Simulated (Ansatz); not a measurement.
# SnBH₅ (SMILES [BH2][SnH3]): one structure at several levels

How do the functionals fare away from a minimum? The structure is a structure displaced at random from a GFN2-xTB minimum.

Program: Ansatz 0.2.0, Gaussian basis. Level of theory: single points in def2-TZVPP. These are calculated values, not measurements.

Correlated methods freeze the cores. Filled d shells of the heavier atoms are correlated. Core potentials replace the inner electrons past krypton, and spin-orbit coupling is left out.

**1. The starting structure**

SMILES `[BH2][SnH3]`, 7 atoms, charge 0, spin multiplicity 1.

Atoms are counted from 1 here; the program's logs count them from 0.

Bond lengths: B1–Sn2 2.152 Å, B1–H3 1.182 Å, B1–H4 1.167 Å, Sn2–H5 1.658 Å, Sn2–H6 1.674 Å, Sn2–H7 1.620 Å. Angles: Sn2–B1–H3 120.8°, Sn2–B1–H4 125.5°, H3–B1–H4 113.7°, B1–Sn2–H5 114.1°, B1–Sn2–H6 115.1°, B1–Sn2–H7 120.6°, H5–Sn2–H6 99.1°, H5–Sn2–H7 102.3°, H6–Sn2–H7 102.7°.

As a file:

```
B    -0.24630   -1.31890    0.22000
Sn    0.17000    0.76500   -0.11760
H     0.62580   -2.07960    0.46190
H    -1.30170   -1.81420    0.17640
H    -0.37600    1.33630   -1.57490
H    -0.63350    1.82370    0.90060
H     1.69210    1.31850   -0.07740
```

**2. CCSD(T)/def2-TZVPP**

run/in.yaml reads:

```yaml
crystal:
  periodic: [false, false, false]
  atoms:
    - {symbol: B, position_ang: [-0.246300, -1.318900, 0.220000]}
    - {symbol: Sn, position_ang: [0.170000, 0.765000, -0.117600]}
    - {symbol: H, position_ang: [0.625800, -2.079600, 0.461900]}
    - {symbol: H, position_ang: [-1.301700, -1.814200, 0.176400]}
    - {symbol: H, position_ang: [-0.376000, 1.336300, -1.574900]}
    - {symbol: H, position_ang: [-0.633500, 1.823700, 0.900600]}
    - {symbol: H, position_ang: [1.692100, 1.318500, -0.077400]}
basis:
  gaussian: {orbitals: def2-TZVPP}
correlation: {method: ccsd_t}
output: {forces: true}
```

No record of the launch command was kept for these runs.

**3. PBE0-D4/def2-TZVPP**

run/in.yaml: that of step 2 with these lines changed.

```diff
@@ -12,3 +12,3 @@
   gaussian: {orbitals: def2-TZVPP}
-correlation: {method: ccsd_t}
-output: {forces: true}
+hamiltonian: {xc: pbe0, dispersion: d4}
+output: {forces: true, orbitals: {seedname: orbitals}}
```

**4. wB97M-V/def2-TZVPP**

run/in.yaml: that of step 3 with these lines changed.

```diff
@@ -12,3 +12,3 @@
   gaussian: {orbitals: def2-TZVPP}
-hamiltonian: {xc: pbe0, dispersion: d4}
-output: {forces: true, orbitals: {seedname: orbitals}}
+hamiltonian: {xc: {name: wB97M-V}}
+output: {forces: true}
```

**5. r2SCAN-D4/def2-TZVPP**

run/in.yaml: that of step 4 with these lines changed.

```diff
@@ -12,3 +12,3 @@
   gaussian: {orbitals: def2-TZVPP}
-hamiltonian: {xc: {name: wB97M-V}}
+hamiltonian: {xc: r2scan, dispersion: d4}
 output: {forces: true}
```

**6. PBE-D4/def2-TZVPP**

run/in.yaml: that of step 5 with these lines changed.

```diff
@@ -12,3 +12,3 @@
   gaussian: {orbitals: def2-TZVPP}
-hamiltonian: {xc: r2scan, dispersion: d4}
+hamiltonian: {xc: pbe, dispersion: d4}
 output: {forces: true}
```

**7. LC-wPBE/def2-TZVPP**

run/in.yaml: that of step 6 with these lines changed.

```diff
@@ -12,3 +12,3 @@
   gaussian: {orbitals: def2-TZVPP}
-hamiltonian: {xc: pbe, dispersion: d4}
+hamiltonian: {xc: {name: LC-wPBE}}
 output: {forces: true}
```

**8. BHLYP-D4/def2-TZVPP**

run/in.yaml: that of step 7 with these lines changed.

```diff
@@ -12,3 +12,3 @@
   gaussian: {orbitals: def2-TZVPP}
-hamiltonian: {xc: {name: LC-wPBE}}
+hamiltonian: {xc: {name: BHLYP}, dispersion: d4}
 output: {forces: true}
```

(Steps that only read results are left out.)

Before running it: what results should come out? Wanted: energy less free atoms, CCSD(T)/def2-TZVPP; RMS force component; RMS force error; HOMO and LUMO, PBE0-D4; T1 diagnostic.

**Answer**, as computed:

```
                                  quantity                                                                                            value
energy less free atoms, CCSD(T)/def2-TZVPP                                                                                  -416.8 kcal/mol
                       RMS force component                                                             0.498 to 0.559 eV/Å over the methods
                           RMS force error  PBE0-D4 0.083, wB97M-V 0.051, r2SCAN-D4 0.089, PBE-D4 0.183, LC-wPBE 0.041, BHLYP-D4 0.116 eV/Å
                    HOMO and LUMO, PBE0-D4                                                                               -8.44 and -2.69 eV
                             T1 diagnostic                                                                                            0.014
```

In words: Against CCSD(T) the functionals' energies less atoms differ by -6.9 to +0.4 kcal/mol, PBE-D4 by +0.4 kcal/mol. CCSD(T) in triple zeta still lacks some correlation energy of the bonds, so part of these gaps is its own basis error and they don't rank the functionals. The forces of LC-wPBE come nearest to CCSD(T), those of PBE-D4 are farthest. Frozen-core CCSD(T) forces in triple zeta carry basis errors of their own, and this is one geometry, so small gaps rank nothing.
